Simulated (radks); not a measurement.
**Tc inside a hard spherical wall**

What does compression do to the levels of Tc? A hard sphere of shrinking radius stands in for pressure; the configuration is held at [Kr] 4d5 5s2.

The numbers are computed with radks (a radial shooting solver on a logarithmic mesh, Libxc functionals) version 1 (scalar-relativistic Kohn-Sham, LDA (Slater exchange, Perdew-Wang correlation), spin-polarised, spherical densities, finite nucleus; open shells are filled with parallel spins first), except any that are marked as measured or tabulated.

## (1) The atom as given

- element: technetium (Z = 43)
- charge: 0
- electrons: 43
- configuration: [Kr] 4d5 5s2
- nuclear rms radius: 4.4112 fm

The outer shells:

Tc
```
[Kr] core
4d [↑ ][↑ ][↑ ][↑ ][↑ ]
5s [↑↓]
```

## (2) The free atom

Settings of this run:

```text
Z 43
configuration [Kr] 4d5 5s2 5p0 6s0 4f0
relativity scalar-relativistic
functional lda,pw
spin polarised
nucleus finite rms 4.4112 fm
c 137.035999084
```

## (3) Wall at 20 bohr

Changes since step 2:

```diff
@@ -6,2 +6,3 @@
 nucleus finite rms 4.4112 fm
+wall 20 bohr
 c 137.035999084
```

## (4) Wall at 15 bohr

Changes since step 3:

```diff
@@ -6,3 +6,3 @@
 nucleus finite rms 4.4112 fm
-wall 20 bohr
+wall 15 bohr
 c 137.035999084
```

## (5) Wall at 10 bohr

Changes since step 4:

```diff
@@ -6,3 +6,3 @@
 nucleus finite rms 4.4112 fm
-wall 15 bohr
+wall 10 bohr
 c 137.035999084
```

## (6) Wall at 8 bohr

Changes since step 5:

```diff
@@ -6,3 +6,3 @@
 nucleus finite rms 4.4112 fm
-wall 10 bohr
+wall 8 bohr
 c 137.035999084
```

## (7) Wall at 6 bohr

Changes since step 6:

```diff
@@ -6,3 +6,3 @@
 nucleus finite rms 4.4112 fm
-wall 8 bohr
+wall 6 bohr
 c 137.035999084
```

## (8) Wall at 5 bohr

Changes since step 7:

```diff
@@ -6,3 +6,3 @@
 nucleus finite rms 4.4112 fm
-wall 6 bohr
+wall 5 bohr
 c 137.035999084
```

## (9) Wall at 4 bohr

Changes since step 8:

```diff
@@ -6,3 +6,3 @@
 nucleus finite rms 4.4112 fm
-wall 5 bohr
+wall 4 bohr
 c 137.035999084
```

## (10) Wall at 2.5 bohr

Changes since step 9:

```diff
@@ -6,3 +6,3 @@
 nucleus finite rms 4.4112 fm
-wall 4 bohr
+wall 2.5 bohr
 c 137.035999084
```

## (11) Wall at 2 bohr

Changes since step 10:

```diff
@@ -6,3 +6,3 @@
 nucleus finite rms 4.4112 fm
-wall 2.5 bohr
+wall 2 bohr
 c 137.035999084
```

## (12) Wall at 1.5 bohr

Changes since step 11:

```diff
@@ -6,3 +6,3 @@
 nucleus finite rms 4.4112 fm
-wall 2 bohr
+wall 1.5 bohr
 c 137.035999084
```

Before running it: what results should come out? Wanted: for each run, R; E − E(free); ε(5s); ε(5p, empty); ε(6s, empty); ε(4f, empty); pressure.

As calculated:

| R (bohr) | E − E(free) (eV) | ε(5s) (eV) | ε(5p, empty) (eV) | ε(6s, empty) (eV) | ε(4f, empty) (eV) | pressure (GPa) |
| --- | --- | --- | --- | --- | --- | --- |
| free | 0.000 | -5.746 | -1.747 | -0.065 | - | 0 |
| 20 | 0.000 | -5.746 | -1.747 | 0.032 | 1.479 | < 0.0001 |
| 15 | 0.000 | -5.746 | -1.745 | 0.267 | 2.373 | < 0.0001 |
| 10 | 0.014 | -5.711 | -1.641 | 1.708 | 4.658 | 0.0141 |
| 8 | 0.139 | -5.527 | -1.252 | 4.213 | 6.930 | 0.210 |
| 6 | 1.339 | -4.434 | 0.594 | 12.297 | 11.842 | 3.68 |
| 5 | 4.346 | -2.413 | 3.609 | 23.096 | 16.743 | 18.1 |
| 4 | 15.449 | 3.520 | 11.709 | 47.999 | 25.690 | 111 |
| 2.5 | 157.98 | 57.269 | 75.748 | 202.13 | 65.742 | 4051 |
| 2 | 434.78 | 138.00 | 163.53 | 385.54 | 106.66 | 20582 |
| 1.5 | 1457.0 | 372.78 | 405.82 | 856.14 | 203.13 | 148656 |

Eigenvalues are for spin up. At the tightest wall, 1.5 bohr, the energy stands 1457.0 eV above the free atom and the pressure, −dE/dV, is 148656 GPa. Of the levels in the table that exist at both ends, 6s (empty) rises most from the free atom (856.21 eV). From R = 4 bohr inwards the highest occupied level lies above zero, pushed up by confinement. Shells are not refilled when levels cross, and a hard wall is a model, not a crystal.
